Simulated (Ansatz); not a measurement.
# Al2BAs3: the cost of one run

Computed with Ansatz 0.2.0 (DFT PBE, scalar-relativistic, plane waves, PAW, unless a step's input says otherwise).

### Step 1. The structure to begin with

It takes space group P6/mmm (No. 191, hexagonal). The conventional cell has a = 4.337 Å, b = 4.337 Å, c = 7.484 Å, α = 90.00°, β = 90.00°, γ = 120.00°. Al (site symmetry 6mm) is surrounded by 1 As at 1.82 Å and 1 B at 1.92 Å. B (site symmetry 6/mmm) is surrounded by 2 Al at 1.92 Å. Around As (site symmetry -6m2) lie 3 As at 2.50 Å and 3 B at 2.50 Å. As (site symmetry 6/mmm) is surrounded by 2 Al at 1.82 Å.

Structure file:

```
Al B As
1.0
     4.33721    0.00000    0.00000
    -2.16861    3.75614    0.00000
     0.00000    0.00000    7.48373
Al B As
2 1 3
Cartesian
  0.0000 0.0000 5.5657
  0.0000 0.0000 1.9180
  0.0000 0.0000 0.0000
  0.0000 2.5041 0.0000
  2.1686 1.2520 0.0000
  0.0000 0.0000 3.7419
```

The cell is invented: random cell by space group and Wyckoff sites (P6/mmm, No. 191). The dimensions are guesses.

### Step 2. A first look at the guess

input.yaml reads:

```yaml
crystal:
  lattice:
    - [4.33721427, 0.0, 0.0]
    - [-2.16860714, 3.75613774, 0.0]
    - [0.0, 0.0, 7.48373422]
  atoms:
    - { symbol: Al, position: [0.0, 0.0, 0.74370653] }
    - { symbol: Al, position: [0.0, 0.0, 0.25629347] }
    - { symbol: B, position: [0.0, 0.0, 0.0] }
    - { symbol: As, position: [0.33333333, 0.66666667, 0.0] }
    - { symbol: As, position: [0.66666667, 0.33333333, 0.0] }
    - { symbol: As, position: [0.0, 0.0, 0.5] }
basis:
  ecutwfc: 420
kpoints:
  mp_grid: { grid: [6, 6, 2] }
hamiltonian:
  xc: pbe
scf:
  occupations: { method: gaussian, width: 0.1 }
  lower_state_search: "off"
output:
  forces: true
  stress: true
  eigenvalues: true
```

Launch:

```bash
ansatz run input.yaml --threads 1 --pin off --max-ram 2560MiB --backend cpu --events-out ev --progress --plain --runs-dir out
```

What time and memory should one allow on 1 thread of AMD EPYC (Zen 3), shared host?

About 9 s, with a peak of 0.4 GiB.
